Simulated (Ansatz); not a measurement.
# H4O2SiSn: how energies converge with the basis set

How large a basis does H4O2SiSn need? Two functionals are run in growing sets.

The runs use Ansatz 0.2.0, Gaussian basis; one geometry, several basis sets.

Levels to be run: PBE0-D4/def2-SVP; ωB97M-V/def2-SVP; PBE0-D4/def2-QZVPP; ωB97M-V/def2-QZVPP; the functionals' def2-TZVPP values are taken from earlier runs.

### 1 The geometry

The geometry comes from an earlier relaxation with PBE0-D4 in a triple-zeta def2 set; it is a stationary point, not always the lowest conformer. Sn takes the def2 core potential; no spin-orbit term is included.

8 atoms, charge 0, spin multiplicity 1.

Atoms are counted from 1 here; the program's logs count them from 0.

Bond lengths: O1–Sn2 1.971 Å, O1–H5 0.963 Å, Sn2–O3 1.989 Å, O3–Si4 1.628 Å, Si4–H6 1.488 Å, Si4–H7 1.497 Å, Si4–H8 1.488 Å. Angles: Sn2–O1–H5 116.4°, O1–Sn2–O3 97.6°, Sn2–O3–Si4 141.7°, O3–Si4–H6 110.6°, O3–Si4–H7 111.3°, O3–Si4–H8 110.7°, H6–Si4–H7 107.6°, H6–Si4–H8 109.0°, H7–Si4–H8 107.5°.

Geometry (Å):

```
O     0.6674    1.6291   -1.7173
Sn    2.0544    1.1629   -0.3961
O     0.9832   -0.1334    0.6656
Si   -0.4941   -0.8137    0.7381
H    -0.1845    1.1929   -1.6148
H    -1.1399   -0.5255    2.0468
H    -1.3908   -0.2818   -0.3361
H    -0.4034   -2.2876    0.5578
```

### 2 PBE0-D4 in def2-SVP

in.yaml

```yaml
crystal:
  periodic: [false, false, false]
  atoms:
    - {symbol: O, position_ang: [0.667352, 1.629121, -1.717289]}
    - {symbol: Sn, position_ang: [2.054358, 1.162924, -0.396128]}
    - {symbol: O, position_ang: [0.983162, -0.133402, 0.665594]}
    - {symbol: Si, position_ang: [-0.494071, -0.813651, 0.738133]}
    - {symbol: H, position_ang: [-0.184548, 1.192888, -1.614844]}
    - {symbol: H, position_ang: [-1.139886, -0.525477, 2.046839]}
    - {symbol: H, position_ang: [-1.390755, -0.281815, -0.336110]}
    - {symbol: H, position_ang: [-0.403413, -2.287588, 0.557804]}
basis:
  gaussian: {orbitals: def2-SVP}
hamiltonian: {xc: pbe0, dispersion: d4}
output: {orbitals: {seedname: orbitals}}
```

The run is started by

```bash
$ ansatz run in.yaml --threads 4 --pin off --events-out ev --progress --plain --max-ram 10444MiB
```

The runs that follow: ωB97M-V in def2-SVP; PBE0-D4 in def2-QZVPP; ωB97M-V in def2-QZVPP.

Before running them: what should the planned runs give, taken together? Wanted: PBE0-D4: double and triple zeta above quadruple; ωB97M-V: double and triple zeta above quadruple.

As calculated:

```
                                       quantity          value
PBE0-D4: double and triple zeta above quadruple  9.14, 0.60 eV
ωB97M-V: double and triple zeta above quadruple  9.27, 0.56 eV
```

For PBE0-D4 the step from double to triple zeta gains 8.54 eV and the next only 0.60 eV. Total energies overstate the basis error of differences, where much of it tends to cancel.
